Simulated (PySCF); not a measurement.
**[Nd(HCN)]2+: other functionals and bases at one geometry**

Aim: see how levels, charges and forces of [Nd(HCN)]2+ depend on the level of theory. The species was built from a template and needn't be a known compound.

Method: several levels, as the steps say, no spin–orbit coupling; program: PySCF 2.14.0.

1 further run of the same task is left out (for a known fault of the program).

**1. Where the work starts**

4 atoms, charge 2, spin multiplicity 1.

Bond lengths: Nd1–N2 2.568 Å, N2–C3 1.154 Å, C3–H4 1.094 Å. Angles: Nd1–N2–C3 180.0°, N2–C3–H4 180.0°.

As a file:

```
Nd    0.0000    0.0000   -0.4060
N     0.0000    0.0000    2.1618
C     0.0000    0.0000    3.3154
H     0.0000    0.0000    4.4093
```

Formal oxidation states: Nd +2. Each metal's 4 4f electrons lie in its core potential, so multiplicities, spins and levels count the valence alone. An earlier session relaxed this geometry at PBE0, Nd lcecp-0-SVP with ECP50, N def2-SVP, C def2-SVP, H def2-SVP (singlet, point group C∞v).

At PBE0 on the finer grid: E = -120.466033 Eh, frontier levels not given, since the 4f levels lie in the core, Mulliken charge on Nd1 +1.79 e, largest force component 0.000 eV/Å. 

Levels to run: HF; r2SCAN; PBE0, TZVP. Hardware: 2 threads of Arm Neoverse V1, shared host.

**2. HF**

Input file run.py (the lines that set the calculation):

```python
mol = gto.M(atom='''
Nd     0.00000     0.00000    -0.40600
N      0.00000     0.00000     2.16180
C      0.00000     0.00000     3.31541
H      0.00000     0.00000     4.40929''',
    basis={'Nd': 'lcecp-0-SVP', 'N': 'def2-SVP', 'C': 'def2-SVP', 'H': 'def2-SVP'},
    ecp={'Nd': 'lcecp-0-SVP'},
    charge=2, spin=0)
mf = scf.RHF(mol)
mf = mf.density_fit()  # fitting sets: Nd AutoAux, N def2-universal-JKFIT, C def2-universal-JKFIT, H def2-universal-JKFIT
mf.conv_tol = 1e-08; mf.max_cycle = 55
mf.kernel(dm0)  # dm0: the density of the relaxed state
```

Run with:

```bash
OMP_NUM_THREADS=2 python run.py
```

**3. r2SCAN**

run.py (the lines that set the calculation): that of step 2 with these lines changed.

```diff
@@ -8,3 +8,4 @@
     charge=2, spin=0)
-mf = scf.RHF(mol)
+mf = dft.RKS(mol, xc='R2SCAN')
+mf.grids.atom_grid = (75, 302)  # f atoms: unpruned, at least (60, 302)
 mf = mf.density_fit()  # fitting sets: Nd AutoAux, N def2-universal-JKFIT, C def2-universal-JKFIT, H def2-universal-JKFIT
```

**4. PBE0, TZVP**

Basis: Nd lcecp-0-TZVP with ECP50, N def2-TZVP, C def2-TZVP, H def2-TZVP. 

Input file run.py (the lines that set the calculation):

```python
mol = gto.M(atom='''
Nd     0.00000     0.00000    -0.40600
N      0.00000     0.00000     2.16180
C      0.00000     0.00000     3.31541
H      0.00000     0.00000     4.40929''',
    basis={'Nd': 'lcecp-0-TZVP', 'N': 'def2-TZVP', 'C': 'def2-TZVP', 'H': 'def2-TZVP'},
    ecp={'Nd': 'lcecp-0-TZVP'},
    charge=2, spin=0)
mf = dft.RKS(mol, xc='PBE0')
mf.grids.atom_grid = (75, 302)  # f atoms: unpruned, at least (60, 302)
mf = mf.density_fit()  # fitting sets: Nd AutoAux, N def2-universal-JKFIT, C def2-universal-JKFIT, H def2-universal-JKFIT
mf.conv_tol = 1e-08; mf.max_cycle = 55
mf.kernel(dm0)  # dm0: free metal ions and neutral atoms
```

**Question.** What will these runs give? Wanted: for each run, charge on Nd1; dipole; largest force.

As calculated:

| level | state | charge on Nd1 (e) | dipole (D) | largest force (eV/Å) | basis functions | time |
| --- | --- | --- | --- | --- | --- | --- |
| PBE0 (relaxed here) | singlet | 1.79 | 2.08 | 0.00 | 64 | 3.2 s |
| HF | singlet | 1.85 | 2.10 | 3.18 | 64 | 0.9 s |
| r2SCAN | singlet | 1.79 | 2.07 | 0.53 | 64 | 2.4 s |
| PBE0, TZVP | singlet | 1.86 | 2.16 | 1.09 | 115 | 4.8 s |

Times are on 2 threads of Arm Neoverse V1, shared host; the first row also made further properties. The dipole of a charged species depends on the origin, so these sizes hold for this origin alone.

The largest leftover force, 3.18 eV/Å with HF, stands at a geometry relaxed at another level. The Mulliken charge on Nd spans +1.79 to +1.86 e over the levels. With 4f in the core, its levels are missing from HOMO and gap. Total energies of different levels can't be compared. Spin–orbit coupling is left out throughout.
